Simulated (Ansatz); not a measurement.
# SiGeH7 (doublet): wave-function methods side by side at distance Ge1–H5 along a hydrogen transfer = 1.713 Å, cc-pVDZ

How much of the correlation energy of SiGeH7 (doublet) does each wave-function method recover here?

Computed with Ansatz 0.2.0, Gaussian basis. Level: cc-pVDZ, core rule «outside noble gas», up to 19 orbitals frozen.

Plan: UHF; CCSD(T) on ROHF; CCSD(T) on UHF; BCCD(T) on ROHF; CISD; CCSDT(Q) on ROHF; CCSDT(Q) on UHF; CASSCF and MRCISD+Q, 3 electrons in 3 orbitals; CASSCF and NEVPT2, 3 electrons in 3 orbitals; CASSCF and MRCISD+Q, 9 electrons in 9 orbitals; CASSCF and NEVPT2, 9 electrons in 9 orbitals.

### 1 The geometry

The geometry derives from fragments relaxed apart (PBE0/def2-TZVP) and kept rigid, so it is no stationary point. A hydrogen atom is moved between rigid fragments. No spin-orbit coupling is included. The filled d shell of Ge may be among the frozen orbitals whatever the setting's name suggests; the logs give the count.

9 atoms, charge 0, spin multiplicity 2.

Atoms are counted from 1 here; the program's logs count them from 0.

Bond lengths: Ge1–H2 1.534 Å, Ge1–H3 1.534 Å, Ge1–H4 1.534 Å, Ge1–H5 1.713 Å, H5–Si6 1.679 Å, Si6–H7 1.486 Å, Si6–H8 1.486 Å, Si6–H9 1.486 Å. Angles: H2–Ge1–H3 109.5°, H2–Ge1–H4 109.5°, H2–Ge1–H5 109.5°, H3–Ge1–H4 109.5°, H3–Ge1–H5 109.5°, H4–Ge1–H5 109.5°, Ge1–H5–Si6 180.0°, H5–Si6–H7 107.6°, H5–Si6–H8 107.6°, H5–Si6–H9 107.6°, H7–Si6–H8 111.3°, H7–Si6–H9 111.3°, H8–Si6–H9 111.3°.

Geometry (Å):

```
atom    x (Å)    y (Å)    z (Å)
 Ge1  -0.9933   0.0000   0.0000
  H2  -1.5048   1.4466   0.0000
  H3  -1.5048  -0.7233   1.2528
  H4  -1.5048  -0.7233  -1.2528
  H5   0.7197   0.0000   0.0000
 Si6   2.3987   0.0000   0.0000
  H7   2.8486  -1.4163   0.0000
  H8   2.8486   0.7081  -1.2265
  H9   2.8486   0.7081   1.2265
```

### 2 UHF

in.yaml reads:

```yaml
crystal:
  periodic: [false, false, false]
  atoms:
    - {symbol: Ge, position_ang: [-0.993342, 0.000000, 0.000000]}
    - {symbol: H, position_ang: [-1.504792, 1.446599, 0.000000]}
    - {symbol: H, position_ang: [-1.504792, -0.723300, 1.252792]}
    - {symbol: H, position_ang: [-1.504792, -0.723299, -1.252792]}
    - {symbol: H, position_ang: [0.719658, 0.000000, 0.000000]}
    - {symbol: Si, position_ang: [2.398658, 0.000000, 0.000000]}
    - {symbol: H, position_ang: [2.848631, -1.416253, 0.000000]}
    - {symbol: H, position_ang: [2.848631, 0.708127, -1.226511]}
    - {symbol: H, position_ang: [2.848631, 0.708127, 1.226511]}
basis:
  gaussian: {orbitals: cc-pVDZ}
magnetization: {spin_polarized: true, initial_magnetization: 1}
hamiltonian: {xc: hf}
output: {orbitals: {seedname: orbitals}}
```

Launch:

```sh
$ ansatz run in.yaml --threads 1 --pin off --events-out ev --progress --plain --max-ram 4096MiB --backend cpu
```

After this run come: CCSD(T) on ROHF; CCSD(T) on UHF; BCCD(T) on ROHF; CISD; CCSDT(Q) on ROHF; CCSDT(Q) on UHF; CASSCF and MRCISD+Q, 3 electrons in 3 orbitals; CASSCF and NEVPT2, 3 electrons in 3 orbitals; CASSCF and MRCISD+Q, 9 electrons in 9 orbitals; CASSCF and NEVPT2, 9 electrons in 9 orbitals.

**Question.** What will the summary of the whole plan be? Wanted: UCCSDT(Q) below the RHF energy; RMP2 from UCCSDT(Q); UMP2 from UCCSDT(Q); RCCSD from UCCSDT(Q); RCCSD(T) from UCCSDT(Q); UCCSD(T) from UCCSDT(Q); RCCSDT(Q) from UCCSDT(Q); NEVPT2 frontier from UCCSDT(Q); MRCISD+Q frontier from UCCSDT(Q).

**Answer**, as computed:

```
                         quantity                                                   value
   UCCSDT(Q) below the RHF energy                                              -7.8617 eV
              RMP2 from UCCSDT(Q)                                           +164.3 kJ/mol
              UMP2 from UCCSDT(Q)                                           +166.8 kJ/mol
             RCCSD from UCCSDT(Q)                                            +20.1 kJ/mol
          RCCSD(T) from UCCSDT(Q)                                             +4.1 kJ/mol
          UCCSD(T) from UCCSDT(Q)                                             +4.0 kJ/mol
         RCCSDT(Q) from UCCSDT(Q)                                             +0.2 kJ/mol
   NEVPT2 frontier from UCCSDT(Q)                                           +152.3 kJ/mol
 MRCISD+Q frontier from UCCSDT(Q)                                             +5.9 kJ/mol
levels within 1 kcal/mol (43 meV)  RCCSD(T), UCCSD(T), BCCD(T), RCCSDT, UCCSDT, RCCSDT(Q)
                    T1 diagnostic                                                   0.016
```

What this shows: RCCSD(T) misses by +4.1 kJ/mol, 0.5 % of the correlation energy. Of the multireference levels listed MRCISD+Q frontier comes nearest in total energy (+5.9 kJ/mol), which doesn't show that its space is the better one. These misses are within one basis, not against nature; the frozen cores of restricted and unrestricted runs differ, which can shift their rows.
